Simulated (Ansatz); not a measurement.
# C₂H₆AlF: basis-set convergence

An exercise on one series of results from a longer session: the logs are not shown, and one member is left open.

The runs use Ansatz 0.2.0, Gaussian basis; one geometry, several basis sets.

Plan: PBE0-D4/def2-SVP; ωB97M-V/def2-SVP; PBE0-D4/def2-QZVPP; ωB97M-V/def2-QZVPP; the functionals' def2-TZVPP values are taken from earlier runs.

## The relaxed structure

All runs share one geometry, relaxed beforehand with PBE0-D4 in a triple-zeta def2 set.

10 atoms, charge 0, spin multiplicity 1.

Atoms are counted from 1 here; the program's logs count them from 0.

Bond lengths: C1–Al2 1.942 Å, C1–H5 1.092 Å, C1–H6 1.095 Å, C1–H7 1.095 Å, Al2–C3 1.942 Å, Al2–F4 1.659 Å, C3–H8 1.095 Å, C3–H9 1.093 Å, C3–H10 1.095 Å. Angles: Al2–C1–H5 112.4°, Al2–C1–H6 110.9°, Al2–C1–H7 111.1°, H5–C1–H6 107.9°, H5–C1–H7 108.1°, H6–C1–H7 106.3°, C1–Al2–C3 126.3°, C1–Al2–F4 117.4°, C3–Al2–F4 116.3°, Al2–C3–H8 110.9°, Al2–C3–H9 112.6°, Al2–C3–H10 110.9°, H8–C3–H9 107.9°, H8–C3–H10 106.4°, H9–C3–H10 107.9°.

The first run:

Input file in.yaml:

```yaml
crystal:
  periodic: [false, false, false]
  atoms:
    - {symbol: C, position_ang: [-0.566730, 1.412593, -0.858485]}
    - {symbol: Al, position_ang: [-0.288615, -0.445281, -0.364266]}
    - {symbol: C, position_ang: [0.794714, -1.093086, 1.112174]}
    - {symbol: F, position_ang: [-1.047312, -1.600604, -1.281288]}
    - {symbol: H, position_ang: [-1.184438, 1.517147, -1.752896]}
    - {symbol: H, position_ang: [-1.053982, 1.963375, -0.046842]}
    - {symbol: H, position_ang: [0.387085, 1.917335, -1.043818]}
    - {symbol: H, position_ang: [0.189438, -1.676658, 1.813166]}
    - {symbol: H, position_ang: [1.269782, -0.283764, 1.671992]}
    - {symbol: H, position_ang: [1.583158, -1.762255, 0.753362]}
basis:
  gaussian: {orbitals: def2-SVP}
hamiltonian: {xc: pbe0, dispersion: d4}
output: {orbitals: {seedname: orbitals}}
```

Steps of the session up to this table: PBE0-D4 in def2-SVP; ωB97M-V in def2-SVP; PBE0-D4 in def2-QZVPP; ωB97M-V in def2-QZVPP.

One table of the session follows, with a row left open; its other results are not shown here.

It belongs to the step «Density functionals: the series». 

```
functional       basis  HOMO (eV)  LUMO (eV)
   PBE0-D4    def2-SVP      -7.87      -0.15
   PBE0-D4  def2-TZVPP      -7.92      -0.27
   PBE0-D4  def2-QZVPP          ?          ?
   ωB97M-V    def2-SVP     -10.09       1.52
   ωB97M-V  def2-TZVPP     -10.15       1.25
   ωB97M-V  def2-QZVPP     -10.16       0.88
```

Estimate the missing values for PBE0-D4, def2-QZVPP.

**Answer.** HOMO (eV): -7.93; LUMO (eV): -0.34. In the column «HOMO (eV)» it lies between ωB97M-V, def2-SVP (-10.09) and PBE0-D4, def2-TZVPP (-7.92).
